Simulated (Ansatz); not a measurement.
**CH₇FOSi₂: small, medium and large basis sets**

One table from this session's results is given with a row withheld; the runs are named, their logs left out.

The runs use Ansatz 0.2.0, Gaussian basis; one geometry, several basis sets.

Levels to be run: PBE0-D4/def2-SVP; ωB97M-V/def2-SVP; PBE0-D4/def2-QZVPP; ωB97M-V/def2-QZVPP; the functionals' def2-TZVPP values are taken from earlier runs.

### Structure used throughout

All runs share one geometry, relaxed beforehand with PBE0-D4 in a triple-zeta def2 set.

SMILES `C[Si](O)(F)[SiH3]`, 12 atoms, charge 0, spin multiplicity 1.

Atoms are counted from 1 here; the program's logs count them from 0.

Bond lengths: C1–Si2 1.857 Å, C1–H6 1.093 Å, C1–H7 1.094 Å, C1–H8 1.093 Å, Si2–O3 1.640 Å, Si2–F4 1.608 Å, Si2–Si5 2.342 Å, O3–H9 0.959 Å, Si5–H10 1.489 Å, Si5–H11 1.488 Å, Si5–H12 1.486 Å. Angles: Si2–C1–H6 110.8°, Si2–C1–H7 110.8°, Si2–C1–H8 110.9°, H6–C1–H7 107.7°, H6–C1–H8 108.3°, H7–C1–H8 108.3°, C1–Si2–O3 112.1°, C1–Si2–F4 106.2°, C1–Si2–Si5 115.1°, O3–Si2–F4 109.1°, O3–Si2–Si5 105.8°, F4–Si2–Si5 108.5°, Si2–O3–H9 118.9°, Si2–Si5–H10 109.8°, Si2–Si5–H11 109.9°, Si2–Si5–H12 110.9°, H10–Si5–H11 108.3°, H10–Si5–H12 108.9° and more.

The first run:

in.yaml reads:

```yaml
crystal:
  periodic: [false, false, false]
  atoms:
    - {symbol: C, position_ang: [-1.714329, 0.185037, -0.068165]}
    - {symbol: Si, position_ang: [0.054841, 0.411082, 0.448994]}
    - {symbol: O, position_ang: [0.351282, -0.224478, 1.931237]}
    - {symbol: F, position_ang: [0.308166, 1.998252, 0.497933]}
    - {symbol: Si, position_ang: [1.638723, -0.549590, -0.984097]}
    - {symbol: H, position_ang: [-1.890054, 0.628703, -1.051184]}
    - {symbol: H, position_ang: [-2.391478, 0.669297, 0.642027]}
    - {symbol: H, position_ang: [-1.972078, -0.875434, -0.119659]}
    - {symbol: H, position_ang: [-0.240867, -0.009543, 2.654207]}
    - {symbol: H, position_ang: [1.496548, 0.025546, -2.349730]}
    - {symbol: H, position_ang: [1.416948, -2.018597, -1.071641]}
    - {symbol: H, position_ang: [3.019398, -0.295478, -0.495924]}
basis:
  gaussian: {orbitals: def2-SVP}
hamiltonian: {xc: pbe0, dispersion: d4}
output: {orbitals: {seedname: orbitals}}
```

Command:

```bash
ansatz run in.yaml --threads 4 --pin off --events-out ev --progress --plain --max-ram 10444MiB
```

Steps of the session up to this table: PBE0-D4 in def2-SVP; ωB97M-V in def2-SVP; PBE0-D4 in def2-QZVPP; ωB97M-V in def2-QZVPP.

One table of the session follows, with a row left open; its other results are not shown here.

It belongs to the step «Density functionals: the series». 

| functional | basis | HOMO (eV) | LUMO (eV) |
| --- | --- | --- | --- |
| PBE0-D4 | def2-SVP | -7.97 | 0.55 |
| PBE0-D4 | def2-TZVPP | -8.03 | 0.19 |
| PBE0-D4 | def2-QZVPP | ? | ? |
| ωB97M-V | def2-SVP | -10.01 | 2.43 |
| ωB97M-V | def2-TZVPP | -10.10 | 1.88 |
| ωB97M-V | def2-QZVPP | -10.12 | 1.31 |

**Question.** Estimate the row for PBE0-D4, def2-QZVPP.

As computed: HOMO (eV): -8.04; LUMO (eV): 0.04. In the column «HOMO (eV)» it lies between ωB97M-V, def2-SVP (-10.01) and PBE0-D4, def2-TZVPP (-8.03).
